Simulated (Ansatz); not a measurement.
# FeO: properties at the relaxed cell

An exercise on one series of results from a longer session: the logs are not shown, and one member is left open.

Computed with Ansatz 0.2.0 (DFT PBEsol, scalar-relativistic, plane waves, PAW, unless a step's input says otherwise).

2 further runs of the same task are left out: 2 set aside as unsound or not needed.

## The starting structure

The structure is cubic, space group Fm-3m (No. 225). The conventional cell has a = 4.246 Å, b = 4.246 Å, c = 4.246 Å, α = 90.00°, β = 90.00°, γ = 90.00°. Around Fe (site symmetry m-3m) lie 6 O at 2.12 Å. O (site symmetry m-3m) has 6 Fe at 2.12 Å in its first shell of neighbours.

Structure file:

```
Fe O
1.0
     1.50084    0.86651    2.45202
    -1.50084    0.86651    2.45202
     0.00000   -1.73302    2.45202
Fe O
1 1
Direct
  0.00000 0.00000 0.00000
  0.50000 0.50000 0.50000
```

This cell was relaxed beforehand with the same method: volume 9.57 Å³/atom, gap on the mesh none (metal), site moments up to 3.4 μB.

The first run:

File input.yaml:

```yaml
crystal:
  lattice:
    - [1.5008364257, 0.8665083144, 2.4520201275]
    - [-1.5008364257, 0.8665083144, 2.4520201275]
    - [0.0, -1.7330166288, 2.4520201275]
  atoms:
    - { symbol: Fe, position: [0.0, 0.0, 0.0], spin: 3.76 }
    - { symbol: O, position: [0.5, 0.5, 0.5], spin: 0.37 }
basis:
  ecutwfc: 420
kpoints:
  mp_grid: { grid: [18, 18, 18] }
  band_path:
    path:
      - [[0.0, 0.0, 0.0], [0.5, 0.5, 0.5], [0.75007913, 0.24992087, 0.5]]
      - [[0.5, -0.24992087, 0.24992087], [0.5, 0.0, 0.0], [0.0, 0.0, 0.0], [0.37496043, -0.37496043, 0.0]]
      - [[0.62503957, 0.0, 0.37496043], [0.5, 0.0, 0.5], [0.0, 0.0, 0.0]]
    npoints: 14
hamiltonian:
  xc: pbesol
scf:
  occupations: { method: gaussian, width: 0.1 }
  n_extra_bands: 6
output:
  forces: true
  stress: true
  eigenvalues: true
  populations: true
  dos: { projected: true, de: 0.02, nscf_kmesh: { grid: [27, 27, 27] } }
  bader: true
  write_density: true
  write_potential: true
  elf: true
  volumetric_format: npy
magnetization:
  spin_polarized: true
checkpoint:
  read: start.run
  write: ck
  compress: false
  write_wavefunctions: false
  write_every: 100000
```

On the command line:

```console
$ ansatz run input.yaml --threads 1 --pin off --max-ram 2560MiB --backend cpu --events-out ev --progress --plain --runs-dir out
```

Among the steps run: Static run: bands, density of states and charges; The cell as listed, for comparison; Point at V/V0 = 0.97; The cell scaled to 1.03 of its volume; Volume × 0.94; The cell scaled to 1.06 of its volume; Volume × 0.91; Point at V/V0 = 1.10; Volume × 0.88.

One table of the session follows, with a row left open; its other results are not shown here.

It belongs to the step «Energy against volume». 

```
volume (Å³/atom)  energy above the lowest point (meV/atom)  pressure (GPa)  largest moment (μB)
           8.418                                     101.7           29.00                 3.13
           8.705                                         ?               ?                    ?
           8.992                                      25.0           14.18                 3.36
           9.279                                       5.9            6.79                 3.40
           9.566                                       0.0            0.01                 3.42
           9.853                                       5.4           -5.78                 3.43
          10.140                                      20.3          -10.67                 3.45
          10.523                                      52.6          -16.01                 3.47
```

**Question.** Estimate the row for volume (Å³/atom) = 8.705.

Worked estimate for «energy above the lowest point (meV/atom)». A straight line through the neighbours (8.418, 101.7) and (8.992, 25.0) gives 101.7 + (25.0 − 101.7) × (8.705 − 8.418) / (8.992 − 8.418) = 63.4; a parabola fitted to 3 rows on both sides gives 56.9.

As computed: energy above the lowest point (meV/atom): 57.1; pressure (GPa): 21.18; largest moment (μB): 3.26. In «energy above the lowest point (meV/atom)» the line misses by +6.3 and the parabola by -0.2.

To keep in mind: Without a U such compounds often come out metallic though many are antiferromagnetic insulators. Warnings in the runs' records: stability check not made, moment headroom below auto.
